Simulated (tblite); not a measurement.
# C4H10FGeN: the cost of one run

Programs: tblite 0.8.0 and PySCF 2.14.0, with density-fitted response routines of our own. Each step states its level of theory. These are calculated values for one molecule in the gas phase, unless marked as measured. Atoms are numbered from 0 throughout.

### 1 The molecule as given

17 atoms, charge 0, multiplicity 1; geometry from: force field or distance geometry start.

Bonds of the start (Å): C0–Ge1 1.96, Ge1–F2 1.79, Ge1–N3 1.82, N3–C4 1.41, C4–C5 1.51, C5–C6 1.52, C6–C4 1.54, C0–H7 1.13, C0–H8 1.11, C0–H9 1.09, Ge1–H10 1.53, N3–H11 1.03, C4–H12 1.10, C5–H13 1.10, C5–H14 1.12, C6–H15 1.08, C6–H16 1.12.

### 2 Relaxing the molecule with GFN2-xTB

What the job is given:

```
{"job": {"kind": "relax", "xc": "GFN2-xTB", "basis": "xTB"}, "charge": 0, "multiplicity": 1}
C      2.648700     0.962700     0.283500
Ge     1.569800    -0.572200    -0.271200
F      2.532500    -2.000400     0.211600
N      0.027900    -0.503500     0.698900
C     -1.201600    -0.542800     0.007800
C     -2.441300    -0.483600     0.873400
C     -1.985700     0.769800     0.144700
H      2.625300     0.957200     1.412800
H      2.063000     1.859600    -0.004300
H      3.655800     0.953300    -0.126400
H      1.391100    -0.649600    -1.793100
H      0.038900    -0.871900     1.665700
H     -1.282300    -0.949400    -1.015600
H     -3.303000    -1.041600     0.479900
H     -2.230100    -0.538400     1.968500
H     -2.642500     1.101800    -0.647100
H     -1.473500     1.561100     0.750600
```

On the command line:

```console
$ OMP_NUM_THREADS=1 python probes_run.py task.json out
```

The driver reads the jobs from task.json and runs them one after another.

Q: Estimate the wall time of this first job on 1 thread of Arm Neoverse N1, shared host.

About 1.4 s.
